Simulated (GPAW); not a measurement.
Runs of GPAW 26.7.0 on Ir3Rh. It takes space group Pm-3m (No. 221, cubic). Conventional cell: a = 3.840 Å, b = 3.840 Å, c = 3.840 Å, α = 90.00°, β = 90.00°, γ = 90.00°. Around Ir (site symmetry 4/mmm) lie 8 Ir at 2.72 Å and 4 Rh at 2.72 Å. Around Rh (site symmetry m-3m) lie 12 Ir at 2.72 Å. The cell comes from a database or a generator and needn't be the stable form of this composition.

```tsv
task	level	potentials or basis	cell	optimizer	fmax	max steps	convergence	band path	gap on the mesh (eV)	pressure (GPa)	V0 of scaled cells (Å³/atom)	relaxed volume (Å³/atom)	B0 (GPa)
relaxation of cell and atoms	PBEsol+D3(BJ)+ATM	PAW data sets generated in the run's folder for this functional, pw	relaxed	BFGS	0.02 eV/Å	60	density=1e-05 forces=0.0001	-	none	0.0	-	(b)	-
single point	PBEsol	PAW data sets generated in the run's folder for this functional, pw	as given	-	-	-	-	-	none	-6.3	-	-	-
equation of state	LDA	the program's PAW data sets (release 1.2.1) made for this functional, pw	as given	-	-	-	-	-	-	-	13.64	-	381
relaxation of cell and atoms	PBEsol+D4	PAW data sets generated in the run's folder for this functional, pw	relaxed	BFGS	0.02 eV/Å	60	density=1e-05 forces=0.0001	-	none	0.0	-	13.69	-
relaxation of cell and atoms	PBEsol+D3	PAW data sets generated in the run's folder for this functional, pw	relaxed	BFGS	0.02 eV/Å	60	density=1e-05 forces=0.0001	-	none	0.0	-	13.60	-
relaxation of cell and atoms	PBEsol	PAW data sets generated in the run's folder for this functional, pw	relaxed	BFGS	0.02 eV/Å	60	density=1e-05 forces=0.0001	-	none	0.1	-	13.90	-
band structure	LDA	the program's PAW data sets (release 1.2.1) made for this functional, pw	as given	-	-	-	-	GXMGRX,MR	-	(a)	-	-	-
equation of state	PBEsol	PAW data sets generated in the run's folder for this functional, pw	as given	-	-	-	-	-	-	-	13.91	-	362
```

Alike in all rows: no spin polarisation; k mesh 7 × 7 × 7; cutoff (eV) 600; smearing fermi-dirac 0.05 eV.

Estimate the missing entries.

(a) -13.0; (b) 13.68.

Caveats: later steps reuse the first step's grids (some runs); pairwise dispersion overbinds metals, which lowers pressure and volume (some runs).

A k mesh can miss the band edges, and the runs leave out spin-orbit coupling on Ir, Rh.

A gap of «none» marks a metal or a gap under the smearing width.

Not every run made on this cell is shown here.
